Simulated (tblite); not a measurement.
Settings test, tblite on SrCl₂

Simulated with tblite 0.8.0. This is a test of settings. The cell began as a measured structure and was relaxed with r2SCAN in plane waves (Ansatz 0.2.0). All runs are without spin polarisation.

Space group Fm-3m (No. 225), cubic; conventional cell a = 6.995 Å, 28.53 Å³ an atom. Sr has 8 Cl at 3.03 Å; Cl has 4 Sr at 3.03 Å.

The base run uses GFN2-xTB on a cluster of 96 atoms.

```python
import json
from ase import Atoms
from ase.build import make_supercell
from ase.units import Bohr, GPa, Hartree
from tblite.interface import Calculator

atoms = Atoms(['Sr', 'Cl', 'Cl'],
              cell=[[0.0, 3.49765094, 3.49765094], [3.49765094, 0.0, 3.49765094], [3.49765094, 3.49765094, 0.0]],
              scaled_positions=[[0.0, 0.0, 0.0], [0.25, 0.25, 0.25], [0.75, 0.75, 0.75]],
              pbc=True)
cluster = make_supercell(atoms, [[-2, 2, 2], [2, -2, 2], [2, 2, -2]])
calc = Calculator('GFN2-xTB', cluster.numbers, cluster.positions / Bohr, lattice=cluster.cell[:] / Bohr, periodic=cluster.pbc)
calc.set('temperature', 0.02 / Hartree)
calc.set('max-iter', 150)
res = calc.singlepoint()
levels = res.get('orbital-energies') * Hartree
nv = round(res.get('orbital-occupations').sum() / 2)
cells = len(cluster) // len(atoms)
out = {'energy_per_cell': res.get('energy') * Hartree / cells, 'homo': levels[nv - 1], 'lumo': levels[nv],
       'stress': (-res.get('virial') * Hartree / cluster.get_volume() / GPa).tolist(), 'charges': res.get('charges')[:len(atoms)].tolist(), 'electrons': 2 * nv / cells}
json.dump(out, open('results.json', 'w'))
for key, value in out.items():
    print(key, value)
```

Command: `python run.py`. It took 8.5 s on 1 thread of Arm Neoverse V2, on a shared host, peak memory 0.19 GiB.

It converged with a gap of 3.39 eV and a pressure of -4.38 GPa (positive in compression). xTB was fitted to molecules, so gaps, charges and pressures of solids can be far off.

Each further run moved one setting: temperature (electronic temperature in eV); mixer-damping (damping of the charge mixer); method (Hamiltonian); charge (charge of the whole cluster); cluster (size of the cluster in conventional cells). Changes are from the base run, which isn't itself converged in every setting; energies of another Hamiltonian, functional, basis or charge aren't compared, and those at a high electronic temperature are mostly its entropy term.

```json
{"setting": "temperature = 0.001", "how it ended": "converged", "gap change (eV)": "0.00", "energy change (meV/atom)": "0.0", "pressure change (GPa)": "0.00", "time (s)": "8.5"}
{"setting": "mixer-damping = 0.1", "how it ended": "converged", "gap change (eV)": "0.00", "energy change (meV/atom)": "0.0", "pressure change (GPa)": "0.00", "time (s)": "10"}
{"setting": "method = IPEA1-xTB", "how it ended": "converged", "gap change (eV)": "3.96", "energy change (meV/atom)": "–", "pressure change (GPa)": "-2.31", "time (s)": "6.7"}
{"setting": "charge = 2.0 (poor on purpose)", "how it ended": "converged", "gap change (eV)": "–", "energy change (meV/atom)": "–", "pressure change (GPa)": "–", "time (s)": "9.5"}
{"setting": "cluster = 1x1x1 (poor on purpose)", "how it ended": "converged", "gap change (eV)": "-0.80", "energy change (meV/atom)": "362.2", "pressure change (GPa)": "3.83", "time (s)": "1.2"}
```

temperature = 0.001 changes nothing that matters here. mixer-damping = 0.1 changes nothing that matters here.

The runs are scalar-relativistic, without spin-orbit coupling.
